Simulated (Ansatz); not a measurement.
# TiRh: the cost of one run

Method: DFT r²SCAN, with the methods named in each step, in Ansatz 0.2.0.

### 1 The starting structure

Symmetry: P4/mmm, No. 123, tetragonal system. The conventional cell has a = 2.988 Å, b = 2.988 Å, c = 3.350 Å, α = 90.00°, β = 90.00°, γ = 90.00°. Around Ti (site symmetry 4/mmm) lie 8 Rh at 2.70 Å and 4 Ti at 2.99 Å. Rh (site symmetry 4/mmm) has 8 Ti at 2.70 Å and 4 Rh at 2.99 Å as nearest neighbours.

Coordinates:

```xyz
2
Lattice="2.9880 0.0000 0.0000 0.0000 2.9880 0.0000 0.0000 0.0000 3.3500" Properties=species:S:1:pos:R:3 pbc="T T T"
Ti    1.4940    1.4940    1.6750
Rh    0.0000    0.0000    0.0000
```

Atoms are numbered in the order of the input: Ti1, Rh2.

### 2 Cell and atoms relaxed, PAW

Input file input.yaml:

```yaml
crystal:
  lattice:
    - [2.988, 0.0, 0.0]
    - [0.0, 2.988, 0.0]
    - [0.0, 0.0, 3.35]
  atoms:
    - { symbol: Ti, position: [0.5, 0.5, 0.5] }
    - { symbol: Rh, position: [0.0, 0.0, 0.0] }
kpoints:
  mp_grid: { grid: [14, 14, 12] }
scf:
  occupations: { method: fermi_dirac, width: 0.05 }
hamiltonian:
  xc: r2scan
  pseudopotentials: { kind: paw }
output:
  forces: true
  stress: true
relax:
  f_tol: 0.005
  max_steps: 50
  cell: {}
```

The run is started by

```console
$ ansatz run input.yaml --threads 1 --pin off --max-ram 2048MiB --backend cpu --events-out ev --progress --plain --runs-dir out
```

Q: Estimate wall time and peak memory on 1 thread of Intel Xeon 6975P-C (Granite Rapids), shared host.

About 44 s, with a peak of 0.59 GiB.
